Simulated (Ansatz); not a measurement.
# C2H5ClOSi, SMILES OC=C[SiH2]Cl: a ladder of methods at one geometry

With Ansatz's Python interface.

At the Python prompt:
```pycon
>>> from pathlib import Path
>>> import warnings
>>> import ansatz as az
>>> import numpy as np
>>> BASIS_SET = "def2-SVP"
>>> GEOMETRY = """
... O    -0.66020    2.28750   -0.05190
... C    -0.30670    1.08470    0.32940
... C    -0.00500    0.15590   -0.57760
... Si    0.66860   -1.52790   -0.21240
... Cl   -1.05220   -2.45970    0.56970
... H    -0.97090    2.85050    0.72720
... H    -0.25930    0.95830    1.41040
... H     0.00770    0.40720   -1.62700
... H     1.67550   -1.54440    0.85480
... H     0.98580   -2.26320   -1.41950
... """
>>> warnings.simplefilter("ignore", az.DeckWarning)
>>> geometry = az.Crystal.molecule()
>>> for line in GEOMETRY.strip().splitlines():
...     symbol, *xyz = line.split()
...     geometry = geometry.atom(symbol, [float(v) for v in xyz])
...
>>> calc = geometry.calculation().basis(gaussian=BASIS_SET)
>>> print("functional    E (Ha)        dipole (D)   HOMO (eV)  LUMO (eV)")
functional    E (Ha)        dipole (D)   HOMO (eV)  LUMO (eV)
>>> for name in ["lda", "pbe0", "revpbe", "pbe", "cam_b3lyp", "b3lyp"]:
...     report = calc.functional(name).forces().orbitals().run(threads=1, runs_dir="runs").report
...     lines = Path(report["orbitals_path"]).read_text().splitlines()
...     field_of = lambda key: [line.split("=")[1].strip() for line in lines if line.startswith(key)]
...     orbitals = [(27.211386 * float(e), s, float(n)) for e, s, n in zip(field_of("Ene="), field_of("Spin="), field_of("Occup="))]
...     homo = max(e for e, _, n in orbitals if n > 0.5)
...     lumo = min(e for e, _, n in orbitals if n < 0.5)
...     dipole = 4.803205 * np.linalg.norm(report["charge_distribution"]["dipole_moment_e_ang"])
...     print(f"{name:10s} {report['free_energy_ev'] / 27.211386246:14.6f} {dipole:9.3f} {homo:11.3f} {lumo:10.3f}")
...
lda           -899.867207     3.255      -5.687     -1.346
pbe0          -903.350912     3.244      -6.783     -0.281
revpbe        -903.604790     3.247      -5.507     -1.064
pbe           -903.271924     3.242      -5.550     -1.139
cam_b3lyp     -903.741298     3.172      -8.014      0.913
b3lyp         -903.832105     3.162      -6.486     -0.413
```

Total energies depend on the basis set; only differences at equal settings carry meaning. The geometry is a force-field or estimated start, not a minimum of this method, and the basis set is short of its limit. A lower total doesn't mark the better method: functionals have no common bound, and MP2 and coupled cluster aren't variational. b3lyp holds the VWN-RPA fit, as in Gaussian; the form of ORCA and Turbomole is b3lyp5. Levels such as HOMO and LUMO are orbital energies: with these approximate functionals they aren't the ionisation energy and electron affinity, and their gap isn't the fundamental gap. Timing: 24 s on 1 thread of Arm Neoverse V2, with other jobs on the host, peak memory 0.31 GiB.

(Lines on the test bed's own set-up are left out of the output.)
